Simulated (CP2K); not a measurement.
Hf2Pd2Se2Br2O3 under changes of volume

One of the cells (20.365 Å³/atom); the others are scaled copies at fixed shape and fractional positions:

```
CELL_PARAMETERS angstrom
5.76069 0.00000 0.00000
-0.52248 5.84719 0.00000
-1.48845 -0.88663 6.65037
ATOMIC_POSITIONS crystal
Hf 0.74540 0.39602 0.34989
Hf 0.28763 0.45322 0.59401
Pd 0.90854 0.13294 0.84849
Pd 0.25249 0.90323 0.35874
Se 0.63469 0.40355 0.93716
Se 0.62597 0.78174 0.53023
Br 0.85273 0.99089 0.15355
Br 0.22526 0.82084 0.86223
O 0.96040 0.28925 0.59026
O 0.43233 0.24524 0.40864
O 0.07457 0.58308 0.36682
```

The cell was built by a generator and needn't be a form met in nature.

* Program: CP2K 2026.2
* Functional: PBE
* Potentials or basis: POTENTIAL_UZH Hf GTH-PBE-q12, Pd GTH-PBE-q18, Se GTH-PBE-q6, Br GTH-PBE-q7, O GTH-PBE-q6; TZVP-MOLOPT-PBE-GTH basis
* Density cutoff: 8163 eV
* k mesh: 5 × 5 × 4
* Occupations: fermi-dirac, width 0.05 eV
* Spin: no spin polarisation

```tsv
volume (Å³/atom)	energy over the lowest point (meV/atom)	pressure (GPa)	gap on the mesh (eV)
19.143	20.53	6.4	0.28
19.550	7.62	3.8	0.27
19.957	1.04	1.5	0.25
20.365	0.00	-0.6	0.24
20.772	3.96	-2.5	0.23
21.179	?	?	?
21.586	24.85	-5.6	0.21
```

Task: What does the run at 21.179 Å³/atom give?

Result: Energy over the lowest point 12.41 meV/atom; pressure -4.1 GPa; gap on the mesh 0.22 eV.

Worked out: A Birch-Murnaghan fit of order 3 (a polynomial in V^(-2/3)) to the other rows has its minimum at 20.24 Å³/atom with B0 = V·E''(V) = 101 GPa and B' = 4.6 at fixed shape and positions, which overstates the stiffness. It gives 12.41 meV/atom at 21.179 Å³/atom, against the run's 12.41, and -dE/dV = -4.1 GPa, against -4.1. A straight line through the other rows of the gap, of slope -0.593 eV per unit of ln V, gives 0.22 eV, against the run's 0.22.

Energies are extrapolated to zero smearing.

Caveats: spin-orbit coupling is left out, which moves the levels of the heavy elements; an odd mesh through Γ misses points on the zone boundary, where band edges often lie; the basis of atomic orbitals isn't converged, which shifts pressures, moduli and gaps; forces of over 1 eV/Å show positions far from the minimum, so gaps and moduli don't describe the material at rest (some runs).
